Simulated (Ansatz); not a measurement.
Predict the output of the script below (the Ansatz DFT code, driven from Python).

Script `push.py`:
```python
"""Energy and force of TaCo3 as one atom is pushed off its site."""

import argparse

import ansatz as az
import numpy as np

parser = argparse.ArgumentParser(description="Energy and force of TaCo3 as one atom is pushed off its site.")
parser.add_argument("--tolerance", type=float, required=True, help="SCF tolerance (eV)")
parser.add_argument("--width-ev", type=float, required=True, help="smearing width (eV)")
parser.add_argument("--mixing-beta", type=float, default=0.5, help="density mixing step")
parser.add_argument("--mesh", type=int, nargs=3, required=True, help="k-point sampling")
parser.add_argument("--xc", default="r2scan", help="exchange-correlation functional")
parser.add_argument("--cutoff", type=float, required=True, help="plane-wave cutoff (eV)")
args = parser.parse_args()


def main() -> None:
    vectors = np.array([
        [3.67, 0.0, 0.0],
        [0.0, 3.67, 0.0],
        [0.0, 0.0, 3.67],
    ])
    crystal = (
        az.Lattice.of(vectors)
        .atom("Ta", (0.0, 0.0, 0.0))
        .atom("Co", (0.0, 0.5, 0.5))
        .atom("Co", (0.5, 0.0, 0.5))
        .atom("Co", (0.5, 0.5, 0.0))
        .moments(Co=1.8)
    )

    inverse = np.linalg.inv(np.array(crystal.lattice.vectors))
    home = np.array(crystal.sites[3].position)
    values = np.linspace(-0.05, 0.05, 5)
    energies, pulls = [], []
    for shift in values:
        moved = crystal.move(3, to=home + shift * inverse[0])
        calculation = (
            moved.calculation()
            .scf(tolerance=args.tolerance)
            .occupations(az.OccupationsMethod.METHFESSEL_PAXTON, width=args.width_ev)
            .mixing("msr1", beta=args.mixing_beta)
            .kpoints(*args.mesh, shift=0.5)
            .spin(az.SpinTreatment.COLLINEAR)
            .functional(args.xc)
            .basis(args.cutoff, density_ratio=8)
            .forces()
        )
        report = calculation.run(threads=1, backend="cpu").report
        energies.append(report["free_energy_ev"])
        pulls.append(report["forces_ev_ang"][3][0])

    # the force is minus the slope of the free energy
    print("shift (A)   dE (eV)   force along x (eV/A)")
    for shift, e, f in zip(values, energies, pulls):
        print(f"{shift:8.3f} {e - energies[2]:10.5f} {f:12.4f}")
    print(f"stiffness from energies {2 * np.polyfit(values, energies, 2)[0]:.3f}, from forces {-np.polyfit(values, pulls, 1)[0]:.3f} eV/A^2")


if __name__ == "__main__":
    main()
```

Output of `python push.py --tolerance 1e-09 --width-ev 0.05 --mesh 6 6 6 --cutoff 380.0`:
```text
DeckWarning: basis.ecutwfc = 380 eV is below the records' recommended 500 eV, and the density's cutoff is lower with it unless basis.ecutrho_ratio is high enough to keep the records' density cutoff: compare with a run at a higher cutoff
shift (A)   dE (eV)   force along x (eV/A)
  -0.050    0.01089       0.4362
  -0.025    0.00272       0.2177
   0.000    0.00000       0.0000
   0.025    0.00272      -0.2177
   0.050    0.01089      -0.4362
stiffness from energies 8.713, from forces 8.720 eV/A^2
```
(Warnings from the package without file and line.)

The curvature of the energy gives 8.713 eV/Å² and the slope of the force 8.720 eV/Å², a positive curvature.

Caveats:
- The settings weren't tested for convergence.
- The cutoff lies under the one recommended for these potentials.
- Other magnetic orders than the one started from may lie lower.
- The mesh is modest for a metal, so energies can be off by several to tens of meV an atom and pressures by half a GPa or more; differences at equal mesh fare better.
- In a metal a curvature from energy changes of a few meV or less hangs on mesh and smearing, in size and even in sign.
- Spin-orbit coupling, which matters for elements this heavy, is left out.
- r2SCAN tends to overestimate the moments of itinerant magnets.
- The structure is a deposited one; some such entries were measured under pressure or heat, so a shift against it needn't be the functional's error alone.
- All periodic images of the atom move with it, so the curvature is one diagonal element of the zone-centre force constants and no normal mode; a positive value doesn't exclude soft modes in which several atoms move.
- Timing: 5.6 min on 1 thread of Arm Neoverse V2 (shared host), peak memory 0.67 GiB.
